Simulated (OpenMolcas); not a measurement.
**V²⁺ with 6 ligands (water): CASSCF and CASPT2 levels and susceptibility**

Which state of V²⁺ lies lowest among these ligands, how large is the field, and what χT follows?

The numbers are computed with OpenMolcas 26.06 (state-averaged CASSCF and CASPT2, spin-orbit coupling by RASSI with atomic mean-field integrals), except any that are marked as measured or tabulated.

## 1. What is computed

| Property | Result |
| --- | --- |
| Species | V²⁺ (vanadium, Z = 23, 21 electrons) |
| Basis | ANO-RCC-VTZP [6s5p3d2f1g], 203 functions with the ligands |
| Scalar Hamiltonian | DKH2, point nucleus |
| Inactive shells | 1s 2s 2p 3s 3p of the metal, and all ligand shells |
| Active space | 3 electrons in 5 orbitals (3d) |
| Some configurations of this space | 3d3 |
| Orbitals | optimised for each spin and parity, averaged over all roots |

Outer shells as boxes (Hund's rule):

3d3
```
3d [↑ ][↑ ][↑ ][  ][  ]
```

V²⁺ is taken with 6 ligands (water) in octahedron coordination (Th) at 2.04 Å. Ligand basis ANO-RCC-VDZP. The distances are assumed, not relaxed.

```xyz
19

V     0.0000    0.0000    0.0000
O     2.0400    0.0000    0.0000
H     2.6170    0.7797    0.0000
H     2.6170   -0.7797    0.0000
O     0.0000    2.0400    0.0000
H     0.0000    2.6170    0.7797
H     0.0000    2.6170   -0.7797
O    -2.0400    0.0000    0.0000
H    -2.6170    0.7797    0.0000
H    -2.6170   -0.7797    0.0000
O     0.0000   -2.0400    0.0000
H     0.0000   -2.6170    0.7797
H     0.0000   -2.6170   -0.7797
O     0.0000    0.0000    2.0400
H     0.7797    0.0000    2.6170
H    -0.7797    0.0000    2.6170
O     0.0000    0.0000   -2.0400
H     0.7797    0.0000   -2.6170
H    -0.7797    0.0000   -2.6170
```

The work runs as a chain of OpenMolcas steps in one folder; each step below is one input file. Labels, J, g values, rates, χT and fits are worked out afterwards by a script from the matrices that RASSI stores.

## 2. GATEWAY and SEWARD: basis and integrals

a.inp

```
&GATEWAY
Coord
19

V 0.0 0.0 0.0
O 2.040000 0.000000 0.000000
H 2.616978 0.779741 0.000000
H 2.616978 -0.779741 0.000000
O 0.000000 2.040000 0.000000
H 0.000000 2.616978 0.779741
H 0.000000 2.616978 -0.779741
O -2.040000 0.000000 0.000000
H -2.616978 0.779741 0.000000
H -2.616978 -0.779741 0.000000
O 0.000000 -2.040000 0.000000
H 0.000000 -2.616978 0.779741
H 0.000000 -2.616978 -0.779741
O 0.000000 0.000000 2.040000
H 0.779741 0.000000 2.616978
H -0.779741 0.000000 2.616978
O 0.000000 0.000000 -2.040000
H 0.779741 0.000000 -2.616978
H -0.779741 0.000000 -2.616978
Basis=V.ANO-RCC-VTZP,H.ANO-RCC-VDZP,O.ANO-RCC-VDZP
Group=XYZ
NoMove
AngMom=0.0 0.0 0.0
AMFI
RICD
&SEWARD
```

On the command line:

```
> OMP_NUM_THREADS=1 MOLCAS_MEM=2457 MOLCAS_PROJECT=a pymolcas a.inp > a.log
```

## 3. CASSCF: quartets of even parity, 10 roots

a.inp

```
&RASSCF
FileOrb=start.orb
Symmetry=1
Spin=4
nActEl=3 0 0
Inactive=18 21
Ras2=5 0
CIRoot=10 10 1
SDav=10
CIMx=300
Iter=150 100
PrWF=0.3
OrbListing=Nothing
MaxOrb=0
LevShft=1.0
>>> COPY $Project.JobIph JOB001
```

start.orb holds start orbitals that the driver prepared beforehand, or those of the step before.

## 4. Reference wave functions, doublets of even parity, 40 roots

a.inp

```
&RASSCF
FileOrb=start.orb
Symmetry=1
Spin=2
nActEl=3 0 0
Inactive=18 21
Ras2=5 0
CIRoot=40 40 1
SDav=40
CIMx=300
Iter=150 100
PrWF=0.3
OrbListing=Nothing
MaxOrb=0
LevShft=1.0
>>> COPY $Project.JobIph JOB002
```

## 5. RASSI: spin-orbit coupling between the states

a.inp

```
&RASSI
NrOfJobIphs=2 10 40
1 2 3 4 5 6 7 8 9 10
1 2 3 4 5 6 7 8 9 10 11 12 13 14 15 16 17 18 19 20 21 22 23 24 25 26 27
28 29 30 31 32 33 34 35 36 37 38 39 40
IphNames
JOB001
JOB002
EJob
SpinOrbit
DIPRint=1.0
SOCoupling=1000.0
Subsets=2
Property=9
'ANGMOM' 1 'ANGMOM' 2 'ANGMOM' 3 'MLTPL  1' 1 'MLTPL  1' 2 'MLTPL  1' 3
'AMFI' 1 'AMFI' 2 'AMFI' 3
SOProperty=3
'ANGMOM' 1 'ANGMOM' 2 'ANGMOM' 3
```

## 6. CASPT2: IPEA 0.25, imaginary shift 0.1 (closed shells correlated: 3s 3p of the metal, with ligand shells; the Frozen line counts the rest)

a.inp

```
>>> COPY JOB001 $Project.JobIph
&CASPT2
Multistate=10 1 2 3 4 5 6 7 8 9 10
NoMult
Frozen=5 6
IPEA=0.25
Imaginary=0.1
MaxIter=60
WThr=0.0 0.3 0.05
PrWF=0.5
NoMix
>>> COPY JOB002 $Project.JobIph
&CASPT2
Multistate=40 1 2 3 4 5 6 7 8 9 10 11 12 13 14 15 16 17 18 19 20 21 22
23 24 25 26 27 28 29 30 31 32 33 34 35 36 37 38 39 40
NoMult
Frozen=5 6
IPEA=0.25
Imaginary=0.1
MaxIter=60
WThr=0.0 0.3 0.05
PrWF=0.5
NoMix
```

## 7. CASPT2: IPEA 0, imaginary shift 0.1 (closed shells correlated: 3s 3p of the metal, with ligand shells; the Frozen line counts the rest)

Edit a.inp of step 6 so:

```diff
@@ -5,3 +5,3 @@
 Frozen=5 6
-IPEA=0.25
+IPEA=0.0
 Imaginary=0.1
@@ -17,3 +17,3 @@
 Frozen=5 6
-IPEA=0.25
+IPEA=0.0
 Imaginary=0.1
```

(Steps that only read results are left out.)

**Question.** What will these runs give? Wanted: spin-free ground state; first state of the same spin within the active space; lowest level; next level.

**Answer**, as computed:

| quantity | value |
| --- | --- |
| method | SS-CASPT2, IPEA 0.25, imaginary shift 0.1 (closed shells correlated: 3s 3p of the metal, with ligand shells; the Frozen line counts the rest) |
| spin-free ground state | 4A2, 1-fold in its orbital part |
| first state of the same spin within the active space | 4T2 at 15300 cm⁻¹ |
| lowest level | 4-fold Γ8 |
| next level | 12400.8 cm⁻¹ |
| χT at 300 K | 1.86 cm³ K/mol |
| effective moment at 300 K | 3.86 μB |

Cost by method:

```
                                              method  time of its own steps  time with the reference
                                           A. CASSCF                   62 s                     62 s
B. SS-CASPT2, IPEA 0.25, imaginary shift 0.1, +3s 3p                8.8 min                  9.8 min
   C. SS-CASPT2, IPEA 0, imaginary shift 0.1, +3s 3p                9.4 min                   10 min
```

Times are of one thread on a shared host.

**Reading.** The spin-free ground state (4A2) is 1-fold and keeps the highest spin of the shell. χT at 300 K is 1.86, against 1.88 cm³ K/mol for the spin alone; near agreement at one temperature doesn't show that the orbital moment is quenched. A ligand-field fit to the states below 45000 cm-1 gives 10Dq = 15703 cm-1, B = 700 cm-1 and C = 2675 cm-1 (C/B = 3.82), with a deviation of 566 cm-1. CASPT2 does not keep the components of a term degenerate, and the means are used.
